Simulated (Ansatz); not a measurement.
# Ga3Se (Pm-3m) in Ansatz: further runs

Aim: see how the results for Ga3Se move with the level of theory and the settings. Levels: PBEsol, LDA, r2SCAN, PBE. Tasks: density of states, phonons, band structure.

All numbers are computed with Ansatz 0.2.0; they aren't measurements. Logs are shortened: lines on timing, memory, paths and dates and some standing lists are left out, and cuts for length are marked.

**1. The crystal as given**

It takes space group Pm-3m (No. 221, cubic). Conventional cell: a = 4.432 Å, b = 4.432 Å, c = 4.432 Å, α = 90.00°, β = 90.00°, γ = 90.00°. Se (site symmetry m-3m) is surrounded by 12 Ga at 3.13 Å. Ga (site symmetry 4/mmm) has 4 Se at 3.13 Å and 8 Ga at 3.13 Å as nearest neighbours.

The cell comes from a database or a generator and needn't be the stable form of this composition.

**2. Density of states, PBEsol**

Input file input.yaml:

```yaml
crystal:
  lattice:
    - [4.432465, 0.0, 0.0]
    - [0.0, 4.432465, 0.0]
    - [0.0, 0.0, 4.432465]
  atoms:
    - { symbol: Se, position: [0.0, 0.0, 0.0] }
    - { symbol: Ga, position: [0.5, 0.5, 0.0] }
    - { symbol: Ga, position: [0.5, 0.0, 0.5] }
    - { symbol: Ga, position: [0.0, 0.5, 0.5] }
kpoints:
  mp_grid: { grid: [6, 6, 6] }
scf:
  occupations: { method: fermi_dirac, width: 0.05 }
hamiltonian:
  xc: pbesol
  pseudopotentials: { kind: all_electron, datasets: crystal }
output:
  forces: true
  stress: true
  eigenvalues: true
  dos: { projected: false, de: 0.2, e_range: [-14, 6] }
```

Potentials or basis: all-electron PAW datasets made for the crystal.

The run is started by

```console
$ ansatz run input.yaml --threads 2 --pin off --max-ram 8192MiB --backend cpu --events-out ev --progress --plain --runs-dir out
```

Log:

```text
Warning: RAYON_NUM_THREADS=2 ignored (pool sized by the plan → 2); use --threads N
hamiltonian.pseudopotentials.datasets: crystal makes datasets for this crystal and solves the spheres of its atoms anew in each pass: cutoff 220.0 eV, the density's 880.0 eV; for an error of 0.50 meV an atom under PBE, 2.0 meV for the cell; an energy difference from a run of another recipe may be off by several times the error for the cell, under r2SCAN by more, where some 0.1 meV an atom stays at smaller errors; Ga in spheres of 1.376 Å, 13 of its electrons in bands; Se in spheres of 1.376 Å, 6 of its electrons in bands
Engine: ansatz 0.2.0, aarch64-unknown-linux-gnu
Pseudopotentials: kind: all_electron
Pseudopotential: Se, paw, valence charge 6, recommended cutoff 220 eV (normal), crystal/all_electron/pbesol/scalar/gaussian/Se, Koelling and Harmon's equation, gaussian nucleus
Pseudopotential: Ga, paw, valence charge 13, recommended cutoff 220 eV (normal), crystal/all_electron/pbesol/scalar/gaussian/Ga, Koelling and Harmon's equation, gaussian nucleus
Functional definition: PBEsol
  exchange = pbesol_x
  correlation = pbesol_c
Crystal: 4 atoms, lattice volume = 87.084 Å³
Basis set: ecut = 220 eV, 619 PW (Γ), exchange–correlation on 48×48×48 points (8 copies of the dense FFT grid, shifted against one another)
Bands: 27, of which v1, the nominal top of the filled ones, is band 23 counted from 1 (22 counted from 0)
Symmetry: 48 space group operations
Space group: Pm-3m (ITA 221), of the structure as read, at distance tolerance 4.4e-5 Å
k-points: 20 of 216
Non-local potential: Se, projectors of the file, l = 0: 1, l = 1: 1
Non-local potential: Ga, projectors of the file, l = 0: 1, l = 1: 1, l = 2: 2
PAW form: soft (Blöchl's): semilocal exchange-correlation on the pseudo side does not see the compensation charge
PAW one-centre angular grid: Se, 110 points (default); XC on its mesh's 1903 points in the sphere
PAW one-centre angular grid: Ga, 590 points (default); XC on its mesh's 1917 points in the sphere
Initial density: superposition of atomic densities (neutral atoms: chi_scale 0, normalization atom)
Initial wavefunctions: pseudopotential atomic-orbital guess
Functional: x = pbesol(κ = 0.804, μ = 0.12345679012345678), c = pbesol(β = 0.046)
iter 1 solved again at ethr=9.59e-4 eV; its pass at ethr=1.00e-1 eV (dr2=4.32e-1 eV) is discarded
SCF iter   1: F=—  HF=-224661.109300 eV  |F-HF|=—  |Δ(HF+E_count)|=         —  Δρ=1.44e-2  dr2=4.42e-1  ethr=9.59e-4  ⟨swp⟩=3.4  Hψ=2677  notcnv=0
preconditioner: auto → Kerker (q_TF=auto, 2.444 Å⁻¹)  [metal: Δε(μ)=0.105 eV  Ē_g=13.503 eV  σ=0.050 eV  W_gap=0.41  n_scr=18 (ndim 8)  ℏωp=26.7 eV  f_vac=0.000  D(μ)=1.30/eV (n_scr^D=6)]
SCF iter   2: F=—  HF=-224661.027661 eV  |F-HF|=—  |Δ(HF+E_count)|=   8.16e-2  Δρ=8.77e-3  dr2=1.44e-1  ethr=9.59e-4  ⟨swp⟩=2.4  Hψ=1092  notcnv=0
iter 3 solved again at ethr=2.98e-5 eV; its pass at ethr=3.19e-4 eV (dr2=1.34e-2 eV) is discarded
SCF iter   3: F=—  HF=-224660.993349 eV  |F-HF|=—  |Δ(HF+E_count)|=   3.43e-2  Δρ=3.37e-3  dr2=1.34e-2  ethr=2.98e-5  ⟨swp⟩=2.1  Hψ=2289  notcnv=0
SCF iter   4: F=—  HF=-224660.988101 eV  |F-HF|=—  |Δ(HF+E_count)|=   5.25e-3  Δρ=1.69e-3  dr2=3.29e-3  ethr=2.98e-5  ⟨swp⟩=2.6  Hψ=1031  notcnv=0
SCF iter   5: F=—  HF=-224660.986594 eV  |F-HF|=—  |Δ(HF+E_count)|=   1.51e-3  Δρ=8.71e-4  dr2=9.81e-4  ethr=7.30e-6  ⟨swp⟩=2.3  Hψ=1123  notcnv=0
SCF iter   6: F=—  HF=-224660.985827 eV  |F-HF|=—  |Δ(HF+E_count)|=   7.68e-4  Δρ=1.24e-4  dr2=1.51e-5  ethr=2.18e-6  ⟨swp⟩=3.0  Hψ=1473  notcnv=0
SCF iter   7: F=—  HF=-224660.985830 eV  |F-HF|=—  |Δ(HF+E_count)|=   3.68e-6  Δρ=4.26e-5  dr2=2.09e-6  ethr=3.35e-8  ⟨swp⟩=3.1  Hψ=1103  notcnv=0  defer=1
SCF iter   8: F=—  HF=-224660.985830 eV  |F-HF|=—  |Δ(HF+E_count)|=   5.71e-7  Δρ=2.06e-5  dr2=5.66e-7  ethr=4.65e-9  ⟨swp⟩=3.0  Hψ=1046  notcnv=0
SCF iter   9: F=-224660.985829 eV  HF=-224660.985829 eV  |F-HF|=5.90e-8  |Δ(HF+E_count)|=   5.88e-7  Δρ=4.52e-6  dr2=2.71e-8  ethr=1.26e-9  ⟨swp⟩=3.0  Hψ=1443  notcnv=0
SCF 1 converged in 9 iterations: F = -224660.985827 eV  dr2 = 2.71e-8
  Residual-converged pass: ⟨swp⟩=3.5  Hψ=1071  notcnv=0  max |occ|·‖R‖ = 6.6e-6 eV (tolerance 6.7e-6 eV)  dr2=2.69e-8  dr2_onsite=9.39e-8  max |Δocc| = 1.8e-9
SCF converged after 9 iterations
Free energy (F): -224660.985827 eV
Harris-Foulkes:  -224660.985827 eV  (|F-HF|=5.90e-8)
Internal energy: -224660.975290 eV  (E = F + TS)
E sigma→0 (E₀):  -224660.980558 eV
Entropy (-TS):   -0.010537 eV (-2.634 meV/atom)
Past the cutoff: the bands carry plane waves up to 1.75 times it, of which those up to 1.5 times it add -0.000283 eV an atom, each by itself; the spheres take 0.000571 eV an atom off the energy for waves past 1.75 times it
By the cutoff:   a pressure is off by up to 0.009 GPa (1.2 times the spheres' own share and the shells' term, over an atom's volume, and 0.004 GPa: a bound that held against runs at twice the plane waves)
Past the cutoffs: a stress includes 0.0037 GPa for waves and charges beyond them, in addition to the slope of what the spheres take
In the spheres:  the bands' charges fall short by 1.7e-6 e at most (sound up to 1e-3)
Fermi energy:    10.009524 eV
--- Per-component energies (eV) ---
  E_band       = -71.715288
  E_kinetic    = 233.429900
  E_local      = -3072.404423  (includes V_loc(G=0)·N_el)
  E_nonlocal   = -1463.061996
  E_hartree    = 1547.320351
  E_xc         = -166.946491
  E_vxc        = -211.249128  (∫ρ·V_xc dr)
  E_paw        = -230496.585667  (= ΣΔE_a)
  E_vpaw       = -11315.166654  (= ΣTr[D̂ρ^β])
  E_ewald      = -3904.827190
  E_smearing   = -0.010537  (= −TS)
  E_closure    = 12662.100224  (closes the sum)
  Σ components = -224660.985827   (vs F -224660.985827, Δ=0.00e0)
  The terms above E_closure are by the made datasets' own strengths, without shells solved beside the bands.
--- Forces (eV/Å), atoms counted from 1 ---
  atom   1  Se    -0.00000000    -0.00000000    -0.00000000
  atom   2  Ga     0.00000000    -0.00000000     0.00000000
  atom   3  Ga    -0.00000000    -0.00000000     0.00000000
  atom   4  Ga     0.00000000     0.00000000     0.00000000
  max |Σ_I F_I| component: 1.88e-29 eV/Å
--- Stress (GPa, compression-positive) ---
       -3.599470       0.000000       0.000000
        0.000000      -3.599470       0.000000
        0.000000       0.000000      -3.599470
  P = ⅓ Tr σ = -3.5995 GPa (-35.995 kbar)
--- Band table (eV; the first three rows and the last of 20) ---
  k-point 0: bands = ["-4.9871", "-4.9638", "-4.9638", "-4.9638", "-4.9093", "-4.9093", "-4.8321", "-4.8321", "-4.8321", "-4.7733", "-4.7733", "-4.7595", "-4.7210", "-4.7210", "-4.7210", "-3.4676", "2.5061", "6.2910", "6.2910", "6.2910", "7.1709", "7.1709", "11.6208", "11.6208", "11.6208"]
  k-point 1: bands = ["-4.9702", "-4.9607", "-4.9501", "-4.9501", "-4.9073", "-4.8996", "-4.8350", "-4.8335", "-4.8335", "-4.7824", "-4.7731", "-4.7670", "-4.7379", "-4.7379", "-4.7210", "-3.3878", "2.2992", "5.3283", "6.4649", "6.4649", "7.3044", "8.5664", "11.2394", "11.2694", "11.2694"]
  k-point 2: bands = ["-4.9542", "-4.9296", "-4.9131", "-4.9131", "-4.9015", "-4.8754", "-4.8413", "-4.8367", "-4.8367", "-4.8104", "-4.7871", "-4.7809", "-4.7809", "-4.7721", "-4.7210", "-3.2081", "1.7865", "4.8158", "6.9105", "6.9105", "7.6346", "9.1715", "10.3188", "10.3188", "11.7709"]
  k-point 19: bands = ["-5.0319", "-4.9123", "-4.9123", "-4.9123", "-4.9003", "-4.9003", "-4.9003", "-4.8126", "-4.8126", "-4.7983", "-4.7983", "-4.7983", "-4.7454", "-4.7454", "-4.7454", "-2.5071", "4.9446", "4.9446", "4.9446", "5.1422", "5.1422", "5.1422", "6.5195", "13.9795", "13.9795"]
```

Run time: 3.8 s. Hardware: 2 threads of Arm Neoverse V2, shared host; peak memory 0.46 GiB.

What came out:

| Property | Result |
| --- | --- |
| Free energy | -224660.9858 eV |
| Pressure | -3.6 GPa |
| Band gap on the k mesh | none (metal or under the smearing width) |

Levels at points of the mesh, in eV from the Fermi level:
```csv
k point,band 21,band 22,band 23,band 24,band 25
"(0.00, 0.00, 0.00)",-2.84,-2.84,1.61,1.61,1.61
"(0.00, 0.00, -0.50)",-2.16,-1.03,-0.27,-0.27,1.15
"(0.00, -0.50, -0.50)",-0.81,-0.70,-0.70,1.36,1.65
"(-0.50, -0.50, -0.50)",-4.87,-4.87,-3.49,3.97,3.97
```

States per cell in windows of 1 eV (zero at the Fermi level; states under -8 eV left out):
| from (eV) | total |
| --- | --- |
| -8.0 | 1.38 |
| -7.0 | 1.08 |
| -6.0 | 1.46 |
| -5.0 | 1.23 |
| -4.0 | 1.81 |
| -3.0 | 2.51 |
| -2.0 | 2.13 |
| -1.0 | 0.90 |
| 0.0 | 1.79 |
| 1.0 | 2.01 |
| 2.0 | 2.61 |
| 3.0 | 2.28 |
| 4.0 | 0.22 |
| 5.0 | 0.11 |

Caveat: the program warned that the printed levels may be off, so bands, gaps and densities of states are rough.

**3. Phonons, PBEsol**

input.yaml: that of step 2 with these lines changed.

```diff
@@ -16,7 +16,6 @@
   xc: pbesol
-  pseudopotentials: { kind: all_electron, datasets: crystal }
-output:
-  forces: true
-  stress: true
-  eigenvalues: true
-  dos: { projected: false, de: 0.2, e_range: [-14, 6] }
+  pseudopotentials: { kind: all_electron, lapw: { basis_error: 0.002 } }
+output: {}
+phonons:
+  method: fd
+  supercell: [1, 1, 1]
```

Potentials or basis: all-electron LAPW, scalar-relativistic.

The run is started by

```console
$ ansatz run input.yaml --threads 2 --pin off --max-ram 8192MiB --backend cpu --events-out ev --progress --plain --runs-dir out
```

Log:

```text
Warning: RAYON_NUM_THREADS=2 ignored (pool sized by the plan → 2); use --threads N
LAPW: plane waves up to 6.707 Å⁻¹, error target 2.0e-3 eV per atom; small_component_spin mean_spin; Ga in spheres of 1.520 Å, 21 of its electrons in bands, Dirac shells []; Se in spheres of 1.520 Å, 24 of its electrons in bands, Dirac shells [] (how accurate: hamiltonian.pseudopotentials.lapw.basis_error, Limitations)
[... 2 set-up lines as earlier in the session ...]
Pseudopotential: Se, LAPW, valence charge 24, lapw/all_electron/scalar/gaussian/Se, Koelling and Harmon's equation, gaussian nucleus
Pseudopotential: Ga, LAPW, valence charge 21, lapw/all_electron/scalar/gaussian/Ga, Koelling and Harmon's equation, gaussian nucleus
[... 1 set-up line as earlier in the session ...]
[... 79 lines left out ...]
  k-point 2: bands = ["-197.8053", "-137.4693", "-137.4693", "-137.4693", "-133.4020", "-133.4019", "-133.4019", "-84.3132", "-84.3132", "-84.3132", "-84.3132", "-84.3132", "-84.3131", "-84.2904", "-84.2904", "-84.2904", "-37.8965", "-37.8965", "-37.8964", "-37.8964", "-37.8964", "-4.9535", "-4.9285", "-4.9126", "-4.9126", "-4.9018", "-4.8758", "-4.8416", "-4.8369", "-4.8369", "-4.8092", "-4.7875", "-4.7802", "-4.7802", "-4.7710", "-4.7202", "-3.2082", "1.7865", "4.8158", "6.9105", "6.9105", "7.6346", "9.1715", "10.3189", "10.3189", "11.7708", "12.0747", "13.9119", "13.9119", "16.3636", "16.9173", "16.9173", "17.8697"]
  k-point 19: bands = ["-197.8053", "-137.4693", "-137.4693", "-137.4693", "-133.4019", "-133.4019", "-133.4019", "-84.3136", "-84.3136", "-84.3136", "-84.3127", "-84.3127", "-84.3127", "-84.2913", "-84.2899", "-84.2899", "-37.8964", "-37.8964", "-37.8964", "-37.8964", "-37.8964", "-5.0323", "-4.9115", "-4.9115", "-4.9115", "-4.9003", "-4.9003", "-4.9003", "-4.8130", "-4.8130", "-4.7972", "-4.7972", "-4.7972", "-4.7451", "-4.7451", "-4.7451", "-2.5072", "4.9446", "4.9446", "4.9446", "5.1422", "5.1422", "5.1422", "6.5198", "13.9794", "13.9794", "13.9794", "18.5329", "18.5329", "18.5755", "18.5755", "18.5755", "19.4146"]
--- Phonons: 2 displaced members + reference (amplitude 0.01 Å, Σ member SCF iterations 12) ---
  symmetry images taken by strict's conditions (phonons.symmetry_images: auto; settled by no image being taken that strict refuses)
  ASR residual: 9.432e-5 → 0.000e0 eV/Å²; symmetrization residual: 5.867e-5 eV/Å²
  largest component of a force at the reference: 1.8e-30 eV/Å
  ASR residual per site (eV/Å²): 9.43e-5 5.00e-5 5.00e-5 5.00e-5
  Γ frequencies (cm⁻¹): -17.99 -17.99 -17.99 0.00 0.00 0.00 35.10 35.10 35.10 98.61 98.61 98.61
  density of states and harmonic sums: on the 14×14×14 q-mesh, interpolated from the force constants of a 1×1×1 supercell (no non-analytic term)
  largest difference from the sums on the solved wave vectors: F 1.49e0 eV, S 1.93e-3 and C_V 4.47e-4 eV/K
  zero-point energy: 0.033099 eV/cell   skipped modes (ω ≤ 0): 117, of them read as no rigid motion or as one in doubt: 114 (8.134e-1 modes/cell left out, lowest -17.99 cm⁻¹)   left out of the sums: 6.79e-2 of the cell's modes: C_V's classical limit lies that fraction below 3 k_B per atom; for a crystal, a wire or a layer, F and S can be off by more, and a phonons.interpolated_qmesh denser along its periods is the remedy for the sampling
```

phdos.tsv:

```text
# omega_inv_cm	omega_thz	g_bin_mean(omega)[modes/inv_cm]
# format = ansatz-phdos/2
# interpolated_qmesh = 14 14 14
# force_constants_supercell = 1 1 1
# lo_to_splitting: not included (the non-analytic LO-TO correction is not applied to the interpolated dynamical matrix; polar crystals: no LO-TO splitting at GAMMA, and LO and other optical branches, acoustic branches and sound speeds, and with them the density of states and the thermodynamics, can be off between the wave vectors that the force constants were sampled on, most near GAMMA; a larger extent of the force constants narrows that region and is not shown to mend the acoustic slopes)
# g_bin_mean(omega): the modes in a bin one row spacing wide, centred on omega, divided by that spacing. A flat band (one whose frequency is the same at every q-point) is counted whole in the row whose bin holds it (on the edge of two bins, in the lower row). The modes of the run's own cell are the sum of g_bin_mean times the row spacing in inv_cm (a plain sum, not the trapezoid rule); for a one-atom cell on a GAMMA-only q-mesh every row is zero, so that sum is 0, not 3
-17.986284	-0.539215	5.394230e-5
-17.753092	-0.532224	1.314714e-3
-17.519900	-0.525233	3.022703e-3
-17.286708	-0.518242	5.567227e-3
-17.053516	-0.511252	1.173740e-2
-16.820325	-0.504261	2.692193e-2
[... 493 lines left out ...]
98.376506	2.949253	1.854910e-3
98.609698	2.956244	7.134269e-5
```

It took 63 s on 2 threads of Arm Neoverse V2, shared host; peak memory 0.54 GiB.

What came out:

```
Free energy                   : -224660.9844 eV
Band gap on the k mesh        : none (metal or under the smearing width)
Highest phonon frequency at Γ : 99 cm⁻¹
```

Phonon frequencies in cm⁻¹ (negative: imaginary):
| q point | frequencies |
| --- | --- |
| (0.000, 0.000, 0.000) | -18 -18 -18 0 0 0 35 35 35 99 99 99 |

Caveat: a metal's response needs a denser mesh; some modes are imaginary.

**4. Band structure, PBEsol**

input.yaml: that of step 3 with these lines changed.

```diff
@@ -12,2 +12,11 @@
   mp_grid: { grid: [6, 6, 6] }
+  band_path:
+    path:
+      - [0.0, 0.0, 0.0]
+      - [0.0, 0.5, 0.0]
+      - [0.5, 0.5, 0.0]
+      - [0.0, 0.0, 0.0]
+      - [0.5, 0.5, 0.5]
+      - [0.0, 0.5, 0.0]
+    npoints: 12
 scf:
@@ -17,5 +26,5 @@
   pseudopotentials: { kind: all_electron, lapw: { basis_error: 0.002 } }
-output: {}
-phonons:
-  method: fd
-  supercell: [1, 1, 1]
+output:
+  forces: true
+  stress: true
+  eigenvalues: true
```

The run is started by

```console
$ ansatz run input.yaml --threads 2 --pin off --max-ram 8192MiB --backend cpu --events-out ev --progress --plain --runs-dir out
```

It took 13 s on 2 threads of AMD EPYC 7R43 (Zen 3), shared host; peak memory 0.38 GiB.

Results (log left out):

```yaml
Free_energy: -224660.9847 eV
Pressure: -3.6 GPa
Band_gap_along_the_path: none (metal or under the smearing width)
```

Levels at the corners of the path, in eV from the Fermi level:
| point | band 39 | band 40 | band 41 | band 42 | band 43 | band 44 | band 45 | band 46 | band 47 | band 48 |
| --- | --- | --- | --- | --- | --- | --- | --- | --- | --- | --- |
| Γ | -3.72 | -3.72 | -3.72 | -2.84 | -2.84 | 1.61 | 1.61 | 1.61 | 4.39 | 4.39 |
| X | -5.27 | -2.78 | -2.78 | -2.16 | -1.03 | -0.27 | -0.27 | 1.15 | 3.99 | 4.17 |
| M | -6.82 | -6.39 | -2.14 | -0.81 | -0.70 | -0.70 | 1.36 | 1.65 | 1.65 | 1.86 |
| Γ | -3.72 | -3.72 | -3.72 | -2.84 | -2.84 | 1.61 | 1.61 | 1.61 | 4.39 | 4.39 |
| R | -5.07 | -5.07 | -4.87 | -4.87 | -4.87 | -3.49 | 3.97 | 3.97 | 3.97 | 8.52 |
| X | -5.27 | -2.78 | -2.78 | -2.16 | -1.03 | -0.27 | -0.27 | 1.15 | 3.99 | 4.17 |

**5. Band structure, LDA**

input.yaml: that of step 4 with these lines changed.

```diff
@@ -24,3 +24,3 @@
 hamiltonian:
-  xc: pbesol
+  xc: lda
   pseudopotentials: { kind: all_electron, lapw: { basis_error: 0.002 } }
```

Potentials or basis: all-electron LAPW, scalar-relativistic.

The run is started by

```console
$ ansatz run input.yaml --threads 2 --pin off --max-ram 8192MiB --backend cpu --events-out ev --progress --plain --runs-dir out
```

Log:

```text
[... 65 lines left out ...]
  k-point 1: bands = ["-197.3517", "-137.3877", "-137.3877", "-137.3877", "-133.0966", "-133.0966", "-133.0965", "-84.3262", "-84.3262", "-84.3262", "-84.3261", "-84.3261", "-84.3261", "-84.3047", "-84.3047", "-84.3047", "-38.1370", "-38.1370", "-38.1370", "-38.1370", "-38.1370", "-5.2529", "-5.2462", "-5.2356", "-5.2356", "-5.1923", "-5.1846", "-5.1212", "-5.1197", "-5.1197", "-5.0686", "-5.0593", "-5.0529", "-5.0243", "-5.0243", "-5.0075", "-3.5872", "2.0637", "5.1103", "6.3135", "6.3135", "7.0030", "8.3243", "11.0530", "11.0776", "11.0776", "13.0009", "13.6850", "13.6850", "16.6356", "17.2628", "17.2676", "17.8913"]
  k-point 2: bands = ["-197.3517", "-137.3877", "-137.3877", "-137.3877", "-133.0966", "-133.0966", "-133.0965", "-84.3262", "-84.3262", "-84.3262", "-84.3261", "-84.3261", "-84.3261", "-84.3047", "-84.3047", "-84.3047", "-38.1370", "-38.1370", "-38.1370", "-38.1370", "-38.1369", "-5.2398", "-5.2135", "-5.1986", "-5.1986", "-5.1865", "-5.1605", "-5.1273", "-5.1228", "-5.1228", "-5.0961", "-5.0730", "-5.0671", "-5.0671", "-5.0584", "-5.0075", "-3.4092", "1.5737", "4.5646", "6.7593", "6.7593", "7.3152", "8.9861", "10.1397", "10.1397", "11.5997", "11.8443", "13.6894", "13.6894", "16.0823", "16.6619", "16.6619", "17.7844"]
  k-point 19: bands = ["-197.3517", "-137.3877", "-137.3877", "-137.3877", "-133.0966", "-133.0966", "-133.0966", "-84.3266", "-84.3266", "-84.3266", "-84.3257", "-84.3257", "-84.3257", "-84.3056", "-84.3043", "-84.3043", "-38.1370", "-38.1370", "-38.1370", "-38.1369", "-38.1369", "-5.3114", "-5.1976", "-5.1976", "-5.1976", "-5.1861", "-5.1861", "-5.1861", "-5.0988", "-5.0988", "-5.0843", "-5.0843", "-5.0843", "-5.0317", "-5.0317", "-5.0317", "-2.7241", "4.6768", "4.6768", "4.6768", "5.0021", "5.0021", "5.0021", "6.3693", "13.7521", "13.7521", "13.7521", "18.2218", "18.2218", "18.2595", "18.2595", "18.2595", "19.2745"]
```

bands.tsv:

```text
[... 73 lines left out ...]
```

It took 14 s on 2 threads of AMD EPYC 7R43 (Zen 3), shared host; peak memory 0.38 GiB.

What came out:

```yaml
Free_energy: -224511.5698 eV
Pressure: -4.9 GPa
Band_gap_along_the_path: none (metal or under the smearing width)
```

Levels at the corners of the path, in eV from the Fermi level:
```csv
point,band 41,band 42,band 43,band 44,band 45,band 46
Γ,-3.67,-2.94,-2.94,1.61,1.61,1.61
X,-2.73,-2.30,-1.00,-0.25,-0.25,1.20
M,-2.10,-0.80,-0.74,-0.74,1.32,1.66
Γ,-3.67,-2.94,-2.94,1.61,1.61,1.61
R,-4.81,-4.81,-4.81,-3.44,3.94,3.94
X,-2.73,-2.30,-1.00,-0.25,-0.25,1.20
```

[end of part 1 of 2]
